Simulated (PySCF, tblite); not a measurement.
# AlBF3HO2, a fragment of a glass network (2-ring): NMR shifts, core binding energies and electronic excitations

What NMR shifts, core binding energies and electronic excitations should one expect for `FB1[O][Al-]([F])([F])[OH+]1`? It is drawn as: B3 Al, F ends, O bridges.

Programs: tblite 0.8.0 and PySCF 2.14.0. All values are calculated, for the isolated system unless a continuum is named. Atoms count from 0, parts from 1.

### 1 Starting point

8 atoms, charge 0, multiplicity 1; geometry: distance geometry start.

### 2 Relaxing the cluster with GFN2-xTB

What the job is given:

```
{"job": {"kind": "relax", "xc": "GFN2-xTB", "basis": "xTB"}, "charge": 0, "multiplicity": 1}
F      2.137676    -1.246923    -0.821743
B      0.737665    -1.067590    -0.636624
O      0.406515    -0.256180     0.665801
Al    -0.511927     0.905068    -0.491737
F      0.239729     2.501544    -0.603045
F     -2.282022     0.861100    -0.224537
O      0.071330    -0.294068    -1.810175
H     -0.628432    -0.833597    -2.214816
```

Method: GFN2-xTB geometry optimisation, gas phase.

Started as:

```bash
> OMP_NUM_THREADS=1 python cluster_run.py task.json out
```

This one command runs all jobs of the session in turn.

The program printed:

```text
step      E/eV     max force
  0    -691.32936    6.753
  1    -692.80709    4.812
  2    -693.33123    7.534
  3    -693.63932    2.561
  4    -693.73952    1.242
  5    -693.83446    0.770
  6    -693.86655    0.705
  7    -693.93148    0.815
  8    -693.97707    0.945
  9    -694.03589    0.928
 10    -694.07409    0.773
 11    -694.11204    0.526
 12    -694.13726    0.612
 13    -694.16013    0.663
 14    -694.18724    0.616
 15    -694.21190    0.541
 16    -694.23782    0.690
 17    -694.25306    0.634
 18    -694.26824    0.446
 19    -694.27579    0.371
 20    -694.28318    0.261
 21    -694.29178    0.353
 22    -694.30070    0.397
 23    -694.30761    0.290
 24    -694.31327    0.268
 25    -694.32018    0.314
 26    -694.32720    0.345
 27    -694.33242    0.245
 28    -694.33610    0.305
 29    -694.33916    0.223
 30    -694.34215    0.153
 31    -694.34439    0.144
 32    -694.34620    0.143
 33    -694.34748    0.133
 34    -694.34859    0.080
 35    -694.34935    0.062
 36    -694.34962    0.045
 37    -694.34971    0.039
 38    -694.34981    0.043
 39    -694.34997    0.048
 40    -694.35023    0.057
 41    -694.35043    0.042
 42    -694.35052    0.016
 43    -694.35054    0.013
 44    -694.35056    0.014
 45    -694.35059    0.015
 46    -694.35062    0.017
 47    -694.35065    0.017
 48    -694.35067    0.013
 49    -694.35069    0.015
 50    -694.35071    0.016
 51    -694.35073    0.012
 52    -694.35074    0.011
 53    -694.35075    0.011
 54    -694.35076    0.016
 55    -694.35078    0.022
 56    -694.35081    0.022
 57    -694.35083    0.016
 58    -694.35084    0.006
```

It took 0.65 s on 1 thread of Arm Neoverse V1, shared host.

Relaxation path:

| step | energy from step 0 (eV) | largest force (eV/Å) |
| --- | --- | --- |
| 0 | 0.0000 | 6.7535 |
| 2 | -2.0019 | 7.5346 |
| 4 | -2.4102 | 1.2418 |
| 6 | -2.5372 | 0.7046 |
| 8 | -2.6477 | 0.9455 |
| 10 | -2.7447 | 0.7728 |
| 12 | -2.8079 | 0.6116 |
| 14 | -2.8579 | 0.6157 |
| 16 | -2.9085 | 0.6895 |
| 18 | -2.9389 | 0.4461 |
| 20 | -2.9538 | 0.2615 |
| 22 | -2.9713 | 0.3980 |
| 24 | -2.9839 | 0.2687 |
| 26 | -2.9978 | 0.3455 |
| 28 | -3.0067 | 0.3047 |
| 30 | -3.0128 | 0.1526 |
| 32 | -3.0168 | 0.1429 |
| 34 | -3.0192 | 0.0795 |
| 36 | -3.0203 | 0.0449 |
| 38 | -3.0205 | 0.0429 |
| 40 | -3.0209 | 0.0575 |
| 42 | -3.0212 | 0.0157 |
| 44 | -3.0212 | 0.0145 |
| 46 | -3.0213 | 0.0168 |
| 48 | -3.0213 | 0.0132 |
| 50 | -3.0214 | 0.0164 |
| 52 | -3.0214 | 0.0106 |
| 54 | -3.0214 | 0.0154 |
| 56 | -3.0215 | 0.0226 |
| 58 | -3.0215 | 0.0067 |

Distances of close pairs at the start and the end, largest changes first:

| bond | before (Å) | after (Å) | change (Å) |
| --- | --- | --- | --- |
| B1–O2 | 1.570 | 1.307 | -0.263 |
| Al3–F5 | 1.791 | 1.637 | -0.154 |
| B1–O6 | 1.555 | 1.421 | -0.135 |
| Al3–F4 | 1.768 | 1.637 | -0.131 |
| F0–B1 | 1.424 | 1.313 | -0.110 |
| O2–Al3 | 1.879 | 1.772 | -0.107 |
| Al3–O6 | 1.875 | 1.970 | +0.094 |
| B1–Al3 | 2.340 | 2.252 | -0.087 |

### 3 Optimising the geometry at PBE0-D3(BJ)/def2-SVP

What the job is given:

```
{"job": {"xc": "PBE0", "basis": "def2-SVP", "d3": "d3bj", "grid": 2, "kind": "geom", "shake": 0.01}, "charge": 0, "multiplicity": 1}
F      1.559904    -1.886811    -0.009126
B      0.750469    -0.830783     0.184568
O      0.553082    -0.116190     1.258487
Al    -0.571918     0.947503     0.470215
F     -0.014994     2.376288    -0.047577
F     -2.177387     0.595892     0.778694
O     -0.031567    -0.359102    -0.891643
H     -0.021512    -0.755349    -1.771518
```

The program printed:

```text
step   0  E = -717.21463982  max force = 0.036087
step   1  E = -717.21904598  max force = 0.014261
step   2  E = -717.21949412  max force = 0.004624
step   3  E = -717.21961345  max force = 0.002047
step   4  E = -717.21965958  max force = 0.002369
step   5  E = -717.21969058  max force = 0.001705
step   6  E = -717.21971085  max force = 0.000738
step   7  E = -717.21972928  max force = 0.001243
step   8  E = -717.21974662  max force = 0.002279
step   9  E = -717.21976491  max force = 0.001885
step  10  E = -717.21978373  max force = 0.000613
step  11  E = -717.21978648  max force = 0.000393
optimisation converged
```

It took 86 s on 1 thread of Arm Neoverse V1, shared host; peak memory 0.54 GiB.

The steps of the relaxation:

| step | energy from step 0 (eV) | largest force component (eV/Å) |
| --- | --- | --- |
| 0 | 0.0000 | 1.8557 |
| 1 | -0.1199 | 0.7333 |
| 2 | -0.1321 | 0.2378 |
| 3 | -0.1353 | 0.1053 |
| 4 | -0.1366 | 0.1218 |
| 5 | -0.1374 | 0.0877 |
| 6 | -0.1380 | 0.0379 |
| 7 | -0.1385 | 0.0639 |
| 8 | -0.1390 | 0.1172 |
| 9 | -0.1395 | 0.0969 |
| 10 | -0.1400 | 0.0315 |
| 11 | -0.1400 | 0.0202 |

Close pairs (by a distance rule), those that changed most:

| bond | before (Å) | after (Å) | change (Å) |
| --- | --- | --- | --- |
| B1–Al3 | 2.234 | 2.306 | +0.072 |
| O2–Al3 | 1.737 | 1.793 | +0.056 |
| Al3–F4 | 1.619 | 1.654 | +0.035 |
| F0–B1 | 1.345 | 1.314 | -0.030 |
| B1–O6 | 1.411 | 1.437 | +0.026 |
| Al3–F5 | 1.672 | 1.654 | -0.018 |
| B1–O2 | 1.305 | 1.317 | +0.012 |
| O6–H7 | 0.965 | 0.962 | -0.003 |

The end geometry stands in the next job.

| at the end point | value |
| --- | --- |
| point group (found at 0.08 Å tolerance) | Cs |
| rotational constants (GHz, main isotopes) | 4.175, 1.421, 1.304 |
| dipole moment (D) | 4.00 |

### 4 Nuclear shieldings: PBE0/pcSseg-2

What the job is given:

```
{"job": {"kind": "nmr", "xc": "PBE0", "basis": "pcSseg-2"}, "charge": 0, "multiplicity": 1}
F      1.391859    -2.003189    -0.136046
B      0.708919    -0.913926     0.135851
O      0.654357    -0.156419     1.211475
Al    -0.500431     1.015987     0.499575
F      0.102025     2.461114    -0.032764
F     -2.081187     0.959865     0.983697
O     -0.168299    -0.359272    -0.858394
H     -0.286334    -0.701798    -1.749605
```

Level: GIAO PBE0/pcSseg-2 NMR shielding, non-relativistic, gas phase.

The program printed:

```text
coarse grid: 8760 points
cycle   1  E = -717.6445091399  dE =  9.074e-01  |g| = 1.245e+00  |ddm| = 2.265e+00
cycle   2  E = -717.3293766847  dE =  3.151e-01  |g| = 1.891e+00  |ddm| = 1.359e+00
cycle   3  E = -717.8907876938  dE = -5.614e-01  |g| = 1.562e-01  |ddm| = 8.609e-01
cycle   4  E = -717.8942006153  dE = -3.413e-03  |g| = 6.311e-02  |ddm| = 8.125e-02
cycle   5  E = -717.8948114537  dE = -6.108e-04  |g| = 1.253e-02  |ddm| = 2.594e-02
cycle   6  E = -717.8948322106  dE = -2.076e-05  |g| = 4.817e-03  |ddm| = 6.721e-03
cycle   7  E = -717.8948357300  dE = -3.519e-06  |g| = 7.944e-04  |ddm| = 2.113e-03
final grid: 85704 points
cycle   8  E = -717.8898425689  dE = -1.299e-04  |g| = 6.061e-03  |ddm| = 3.120e-02
cycle   9  E = -717.8898349189  dE =  7.650e-06  |g| = 8.955e-03  |ddm| = 5.632e-03
cycle  10  E = -717.8898478458  dE = -1.293e-05  |g| = 7.791e-04  |ddm| = 3.784e-03
cycle  11  E = -717.8898479214  dE = -7.564e-08  |g| = 4.278e-04  |ddm| = 4.636e-04
cycle  12  E = -717.8898479497  dE = -2.832e-08  |g| = 7.634e-05  |ddm| = 1.725e-04
cycle  13  E = -717.8898479506  dE = -8.449e-10  |g| = 1.882e-05  |ddm| = 3.612e-05
converged SCF energy = -717.8898479506

GIAO shielding tensors (ppm)
atom      isotropic    diamagn.    paramagn.     s11        s22        s33       span
  0 F      318.062     466.152    -148.090    210.927    354.535    388.723    177.796
  1 B       84.686     197.133    -112.447     54.315     78.850    120.894     66.579
  2 O      196.980     387.870    -190.890     91.018    230.877    269.044    178.026
  3 Al     514.405     791.369    -276.964    437.717    532.564    572.934    135.217
  4 F      387.370     466.632     -79.262    350.706    358.885    452.519    101.813
  5 F      387.214     466.543     -79.329    351.204    357.594    452.843    101.640
  6 O      254.879     395.190    -140.311    221.873    238.861    303.904     82.031
  7 H       26.749      31.483      -4.734     18.917     20.621     40.710     21.793
```

Wall time 71 s (1 thread of Arm Neoverse V1, shared host); peak memory 1 GiB.

Shifts follow as δ = σ(reference) − σ, with reference shieldings (ppm) from runs at the same level and on the same kind of geometry: $^{1}$H TMS 31.25, $^{19}$F CFCl3 175.8, $^{17}$O H2O 328.2, $^{11}$B BF3·OEt2 99.1, $^{27}$Al AlH4- 485.2. The references are single molecules in the gas phase, so shifts against H2O, NH3, PH3, H3PO4 or CFCl3 are not on the usual liquid scales and can be off by tens of ppm. Shifts against hydride references such as AlH4− lie on their own scale.

| atoms | environment | σ (ppm) | δ (ppm) |
| --- | --- | --- | --- |
| H7 | hydrogen on a donor oxygen of a Lewis adduct | 26.75 | 4.50 |
| F0 | fluorine bonded to B | 318.1 | -142.3 |
| F5 | fluorine bonded to Al | 387.2 | -211.4 |
| F4 | fluorine bonded to Al | 387.4 | -211.6 |
| B1 |  | 84.7 | 14.4 |
| O2 | oxygen bonded to Al, B, in a 4-membered ring | 197.0 | 131.2 |
| O6 | donor oxygen of a Lewis adduct | 254.9 | 73.3 |
| Al3 |  | 514.4 | -29.2 |

The run also stored atomic charges by several schemes (e):

| atoms | Mulliken | IAO | Hirshfeld | ESP fit |
| --- | --- | --- | --- | --- |
| F0 | -0.32 | -0.31 | -0.13 | -0.27 |
| B1 | 0.77 | 0.74 | 0.35 | 0.82 |
| O2 | -0.57 | -0.69 | -0.34 | -0.67 |
| Al3 | 1.36 | 1.58 | 0.69 | 1.44 |
| F4 | -0.51 | -0.58 | -0.31 | -0.52 |
| F5 | -0.51 | -0.58 | -0.31 | -0.52 |
| O6 | -0.49 | -0.58 | -0.19 | -0.80 |

Mayer bond orders: F0–B1 1.08, B1–O2 1.43, O2–Al3 0.69, Al3–F4 0.86, Al3–F5 0.87, Al3–O6 0.31, O6–B1 0.83.

Ring of atoms B1, O2, Al3, O6: NICS(0) -9.6, NICS(1) -2.5, NICS(1)zz -2.2 ppm (means of both faces). The ring holds saturated atoms, so no π current runs round it: these values come from its σ bonds, any local π bonds and neighbouring rings, and say nothing of aromaticity.

[end of part 1 of 2]
